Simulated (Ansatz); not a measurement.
# CH5Sn radical (SMILES [CH2][SnH3]): one structure at several levels

An exercise on one series of results from a longer session: the logs are not shown, and one member is left open.

Program: Ansatz 0.2.0, Gaussian basis. Level of theory: single points in def2-TZVPP. These are calculated values, not measurements.

Cores are frozen in the correlated methods. Filled d shells of the heavier atoms are correlated. Core potentials replace the inner electrons past krypton, and spin-orbit coupling is left out. Orbitals are unrestricted.

## The starting structure

SMILES `[CH2][SnH3]`, 7 atoms, charge 0, spin multiplicity 2.

Atoms are counted from 1 here; the program's logs count them from 0.

Bond lengths: C1–Sn2 2.213 Å, C1–H3 1.031 Å, C1–H4 1.105 Å, Sn2–H5 1.562 Å, Sn2–H6 1.595 Å, Sn2–H7 1.728 Å. Angles: Sn2–C1–H3 121.9°, Sn2–C1–H4 114.1°, H3–C1–H4 123.8°, C1–Sn2–H5 115.0°, C1–Sn2–H6 105.2°, C1–Sn2–H7 105.9°, H5–Sn2–H6 116.3°, H5–Sn2–H7 110.7°, H6–Sn2–H7 102.5°.

Geometry (Å):

```xyz
7

C    -0.30680   -1.30000    0.18640
Sn    0.12890    0.84130   -0.16030
H    -0.74960   -1.88940   -0.53400
H     0.06360   -1.68470    1.15410
H    -0.87070    1.57280   -1.11120
H     0.31150    1.47280    1.29330
H     1.73390    0.90200   -0.79790
```

The first run:

Contents of run/in.yaml:

```yaml
crystal:
  periodic: [false, false, false]
  atoms:
    - {symbol: C, position_ang: [-0.306800, -1.300000, 0.186400]}
    - {symbol: Sn, position_ang: [0.128900, 0.841300, -0.160300]}
    - {symbol: H, position_ang: [-0.749600, -1.889400, -0.534000]}
    - {symbol: H, position_ang: [0.063600, -1.684700, 1.154100]}
    - {symbol: H, position_ang: [-0.870700, 1.572800, -1.111200]}
    - {symbol: H, position_ang: [0.311500, 1.472800, 1.293300]}
    - {symbol: H, position_ang: [1.733900, 0.902000, -0.797900]}
basis:
  gaussian: {orbitals: def2-TZVPP}
magnetization: {spin_polarized: true, initial_magnetization: 1}
correlation: {method: ccsd_t}
scf: {omitted_lower_state_checks: [cluster_reference]}
output: {forces: true}
```

No record of the launch command was kept for these runs.

Steps of the session up to this table: CCSD(T)/def2-TZVPP; PBE0-D4/def2-TZVPP; wB97M-V/def2-TZVPP; r2SCAN-D4/def2-TZVPP; PBE-D4/def2-TZVPP; BLYP-D4/def2-TZVPP; B97M-V/def2-TZVPP.

One of the session's tables, all rows but one given; the rest of the session is left out.

```
   method  RMS force component (eV/Å)  angle to CCSD(T) forces (°)  dipole (D)
  CCSD(T)                       1.389                    reference        0.55
  PBE0-D4                           ?                            ?           ?
  wB97M-V                       1.389                          1.7        0.56
r2SCAN-D4                       1.383                          2.5        0.53
   PBE-D4                       1.417                          5.8        0.50
  BLYP-D4                       1.380                          7.2        0.52
   B97M-V                       1.403                          5.6        0.62
```

**Question.** Estimate the row for PBE0-D4.

**Answer.** RMS force component (eV/Å): 1.414; angle to CCSD(T) forces (°): 2.6; dipole (D): 0.54. In the column «RMS force component (eV/Å)» it lies between B97M-V (1.403) and PBE-D4 (1.417).
